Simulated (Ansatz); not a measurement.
LaOF in Ansatz: convergence with n extra bands

Input of the first run (n extra bands 1); the others differ in this setting and in those tied to it:

Contents of input.yaml:

```yaml
crystal:
  lattice:
    - [2.0255, 1.1694229702, 6.7373333333]
    - [-2.0255, 1.1694229702, 6.7373333333]
    - [0.0, -2.3388459405, 6.7373333333]
  atoms:
    - { symbol: La, position: [0.758, 0.758, 0.758] }
    - { symbol: La, position: [0.242, 0.242, 0.242] }
    - { symbol: F, position: [0.878, 0.878, 0.878] }
    - { symbol: F, position: [0.122, 0.122, 0.122] }
    - { symbol: O, position: [0.63, 0.63, 0.63] }
    - { symbol: O, position: [0.37, 0.37, 0.37] }
hamiltonian:
  xc: r2scan
  pseudopotentials: { kind: nc, accuracy: standard }
kpoints:
  mp_grid: { grid: [7, 7, 7] }
scf:
  occupations: { method: gaussian, width: 0.1 }
  n_extra_bands: 1
output:
  forces: true
  stress: true
  eigenvalues: true
```

Potentials or basis: PseudoDojo standard (PBE files).

Run with:

```sh
$ ansatz run input.yaml --threads 2 --pin off --max-ram 5632MiB --backend cpu --events-out ev --progress --plain --runs-dir out
```

Hardware: 2 threads of Arm Neoverse V2, with other jobs on the host.

```
n extra bands  energy less the tightest run, at zero smearing (meV/atom)  SCF cycles  CPU time (s)  peak memory (GiB)
            1                                                       0.00          11           100                1.6
            2                                                       0.00          10           110                1.6
            4                                                       0.00          11           130                1.6
            8                                                       0.00          10           140                1.6
           16                                                       0.00           9           130                1.7
           32                                                       0.00          10           120                1.9
```

Against the tightest run, the energy stays within 1 meV/atom from 1 on. The tightest run that finished is the yardstick and may itself not be fully converged.

Caveat, for the tightest run too: the meta-GGA runs on potentials made for a GGA; the magnetic or orbital state may not be the lowest; odd divisions of the mesh miss points on the zone boundary, where band edges often lie, so the gap on the mesh can be too wide; spin-orbit coupling is left out, which moves the levels of the heavy elements.
